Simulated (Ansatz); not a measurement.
Geometry optimisation, Ansatz, DFT LDA, scalar-relativistic, plane waves, PAW.

Input file:

```yaml
crystal:
  lattice:
    - [-3.128588, -5.418874, 0.0]
    - [4.692882, -2.709437, 0.0]
    - [0.0, 0.0, 5.016955]
  atoms:
    - { symbol: Al, position: [0.49999995, 0.66666665, 0.499287] }
    - { symbol: Si, position: [0.24999998, 0.16666666, 1.499287] }
    - { symbol: "N", position: [0.49999995, 0.66666665, 0.880713] }
    - { symbol: "N", position: [0.49999996, 0.33333331, 0.380713] }
    - { symbol: Al, position: [0.24999995, 0.83333333, 0.999287] }
    - { symbol: "N", position: [0.24999998, 0.16666666, 0.880713] }
    - { symbol: "N", position: [0.24999995, 0.83333333, 0.380713] }
    - { symbol: Al, position: [-3.0e-08, 0.66666668, 0.499287] }
    - { symbol: Al, position: [-1.0e-08, 0.33333333, 0.999287] }
    - { symbol: "N", position: [-3.0e-08, 0.66666668, 0.880713] }
    - { symbol: "N", position: [-1.0e-08, 0.33333333, 0.380713] }
    - { symbol: Al, position: [0.74999996, 0.16666663, 0.499287] }
    - { symbol: Al, position: [0.74999993, 0.8333333, 0.999287] }
    - { symbol: "N", position: [0.74999996, 0.16666663, 0.880713] }
    - { symbol: "N", position: [0.74999993, 0.8333333, 0.380713] }
total_charge: 2
basis:
  ecutwfc: 420.0
kpoints:
  mp_grid: { grid: [2, 2, 2] }
hamiltonian:
  xc: lda
  pseudopotentials: { kind: paw, azcp: { folder: soft_1 } }
scf:
  occupations: { method: gaussian, width: 0.05 }
  lower_state_search: "off"
relax:
  f_tol: 0.03
  max_steps: 60
  adjacent_minimum: "off"
```

Command:

```bash
$ ansatz run input.yaml --threads 1 --pin off --max-ram 3072MiB --backend cpu --events-out ev --progress --plain --runs-dir out
```

Problem. Where does it end, and by what steps?

Solution. The forces met the threshold. Limits of this set-up: coarse k mesh, PAW files made for another functional, charged cell in a uniform background, uncorrected. After 11 steps the energy has fallen by 3.376 eV; N14 moved furthest, 1.01 Å. Joined: N6–N14 (3.13 → 1.38 Å).

```tsv
step	energy less start (eV)	largest force component (eV/Å)	accepted
0	0.0000	2.578	yes
1	-1.1513	1.541	yes
2	-1.8670	0.715	yes
3	-2.2200	0.660	yes
4	-2.5075	1.000	yes
5	-2.7505	1.281	yes
6	-3.2342	0.982	yes
7	-3.3339	1.198	yes
8	-3.3087	1.282	no
9	-3.3715	0.398	yes
10	-3.3758	0.040	yes
11	-3.3760	0.021	yes
```

```xyz
15
Lattice="-3.1286 -5.4189 0.0000 4.6929 -2.7094 0.0000 0.0000 0.0000 5.0170" Properties=species:S:1:pos:R:3
Al 1.600 -4.507 2.538
Si 0.011 -1.732 7.491
N 2.089 -4.835 4.291
N 0.001 -3.459 2.438
Al 3.150 -3.592 5.055
N 0.148 -0.933 4.099
N 3.240 -3.634 1.900
Al 3.141 -1.813 2.538
Al 1.692 -1.028 5.173
N 3.064 -1.815 4.412
N 1.521 -0.960 1.922
Al -1.603 -4.454 2.474
Al 1.503 -6.371 5.054
N -2.301 -5.146 4.124
N 1.514 -6.297 1.881
```

Run time: 39 s on 1 thread of Arm Neoverse V2, with other jobs on the host, peak memory 0.37 GiB.
